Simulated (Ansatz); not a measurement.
# ClGeH₆NSi: up Jacob's ladder to CCSD(T)

How much do the methods differ for ClGeH₆NSi? The plan is to run it at one geometry with functionals of several rungs and with coupled cluster. The yardstick is the atomisation energy at the CCSD(T) limit.

The runs use Ansatz 0.2.0, Gaussian basis; functionals in def2-TZVPP, the program's frozen cores in correlated methods.

Plan: LDA (SPW92), PBE-D4, revPBE-D4, BLYP-D4, r2SCAN-D4, B97M-V, PBE0-D4, B3LYP-D4, r2SCANh-D4, r2SCAN0-D4, HSE06-D4, BHLYP-D4, CAM-B3LYP-D4, LC-ωPBE, ωB97X-V, ωB97M-V, B2PLYP, PBE-QIDH; CCSD(T)/def2-SVP; CCSD(T)/def2-TZVPP; MP2/def2-QZVPP; extrapolation to the limit; RPA on PBE.

### 1 The geometry

The geometry comes from an earlier relaxation with PBE0-D4 in a triple-zeta def2 set; it is a stationary point, not always the lowest conformer.

SMILES `Cl[SiH2][NH][GeH3]`, 10 atoms, charge 0, spin multiplicity 1.

Atoms are counted from 1 here; the program's logs count them from 0.

Bond lengths: Cl1–Si2 2.071 Å, Si2–N3 1.700 Å, Si2–H5 1.479 Å, Si2–H6 1.480 Å, N3–Ge4 1.848 Å, N3–H7 1.010 Å, Ge4–H8 1.533 Å, Ge4–H9 1.539 Å, Ge4–H10 1.537 Å. Angles: Cl1–Si2–N3 113.9°, Cl1–Si2–H5 105.6°, Cl1–Si2–H6 105.8°, N3–Si2–H5 108.8°, N3–Si2–H6 109.8°, H5–Si2–H6 112.9°, Si2–N3–Ge4 126.1°, Si2–N3–H7 116.5°, Ge4–N3–H7 114.5°, N3–Ge4–H8 105.9°, N3–Ge4–H9 110.9°, N3–Ge4–H10 108.4°, H8–Ge4–H9 110.7°, H8–Ge4–H10 111.4°, H9–Ge4–H10 109.5°.

Coordinates:

```xyz
10
ClGeH6NSi
Cl    0.4400    1.0998   -2.6062
Si   -0.4254    1.2857   -0.7340
N    -0.6775   -0.1975    0.0584
Ge    0.6098   -1.2069    0.9177
H     0.5198    2.0967    0.0634
H    -1.7230    1.9625   -0.9545
H    -1.5104   -0.7093   -0.1958
H     1.7567   -0.2404    1.2355
H     1.0988   -2.3549    0.0173
H    -0.0057   -1.7867    2.2012
```

### 2 LDA

This LDA is Slater exchange with PW92 correlation.

Contents of in.yaml:

```yaml
crystal:
  periodic: [false, false, false]
  atoms:
    - {symbol: Cl, position_ang: [0.439985, 1.099763, -2.606168]}
    - {symbol: Si, position_ang: [-0.425387, 1.285661, -0.734004]}
    - {symbol: N, position_ang: [-0.677500, -0.197536, 0.058389]}
    - {symbol: Ge, position_ang: [0.609836, -1.206878, 0.917668]}
    - {symbol: H, position_ang: [0.519788, 2.096679, 0.063392]}
    - {symbol: H, position_ang: [-1.722978, 1.962491, -0.954490]}
    - {symbol: H, position_ang: [-1.510427, -0.709319, -0.195837]}
    - {symbol: H, position_ang: [1.756746, -0.240381, 1.235472]}
    - {symbol: H, position_ang: [1.098845, -2.354899, 0.017279]}
    - {symbol: H, position_ang: [-0.005708, -1.786680, 2.201198]}
basis:
  gaussian: {orbitals: def2-TZVPP}
hamiltonian: {xc: lda}
output: {orbitals: {seedname: orbitals}}
```

The run is started by

```
ansatz run in.yaml --threads 4 --pin off --events-out ev --progress --plain --max-ram 10444MiB
```

After this run come: PBE-D4 (GGA); revPBE-D4 (GGA); BLYP-D4 (GGA); r2SCAN-D4 (meta-GGA); B97M-V (meta-GGA); PBE0-D4 (hybrid); B3LYP-D4 (hybrid); r2SCANh-D4 (hybrid); r2SCAN0-D4 (hybrid); HSE06-D4 (hybrid); BHLYP-D4 (hybrid); CAM-B3LYP-D4 (range-separated); LC-ωPBE (range-separated); ωB97X-V (range-separated); ωB97M-V (range-separated); B2PLYP (double hybrid); PBE-QIDH (double hybrid); CCSD(T) in def2-SVP; CCSD(T) in def2-TZVPP; MP2 in def2-QZVPP; RPA on PBE orbitals.

Before running them: what should the planned runs give, taken together? Wanted: atomisation energy, CCSD(T)/CBS; farthest beyond LDA; mean size of error, GGA; mean size of error, meta-GGA; mean size of error, hybrid; mean size of error, range-separated; mean size of error, double hybrid; gap, smallest and largest; T1 diagnostic.

**Answer**, as computed:

```
                               quantity                                                                value
        atomisation energy, CCSD(T)/CBS                                                       726.7 kcal/mol
functionals within 7.3 kcal/mol (1.0 %)  PBE-D4, r2SCAN-D4, B97M-V, B3LYP-D4, CAM-B3LYP-D4, ωB97X-V, ωB97M-V
                    farthest beyond LDA                                           revPBE-D4 (-21.1 kcal/mol)
                mean size of error, GGA                                                        13.5 kcal/mol
           mean size of error, meta-GGA                                                         4.3 kcal/mol
             mean size of error, hybrid                                                        11.9 kcal/mol
    mean size of error, range-separated                                                         5.5 kcal/mol
      mean size of error, double hybrid                                                        13.3 kcal/mol
              gap, smallest and largest                            5.48 eV (LDA (SPW92)), 12.71 eV (LC-ωPBE)
                          T1 diagnostic                                                               0.0107
triples share of the correlation energy                                                                3.7 %
```

In words: The LDA atomisation energy is off by 85.4 kcal/mol (12 %): it overbinds. PBE-D4 misses by -6.8 kcal/mol. Double hybrids carry the basis error of their MP2 part in triple zeta, and no dispersion term here, so their miss is partly the set-up's. The rungs meta-GGA, range-separated miss on average by less than the doubt on the reference (7.3 kcal/mol), so they tie. The reference freezes the cores and leaves out relativity and excitations past (T), and its outer-core shells are covered unevenly, so misses under about 7.3 kcal/mol can't be ranked. Hartree-Fock recovers 72 % of the binding; the rest is correlation. CCSD(T) in def2-SVP is off by -59.9 kcal/mol, worse than the median functional, from the basis alone. Orbital gaps span 5.5 to 12.7 eV; exact exchange widens them. Correlated methods include outer-core shells of Ge, which these sets cover unevenly.
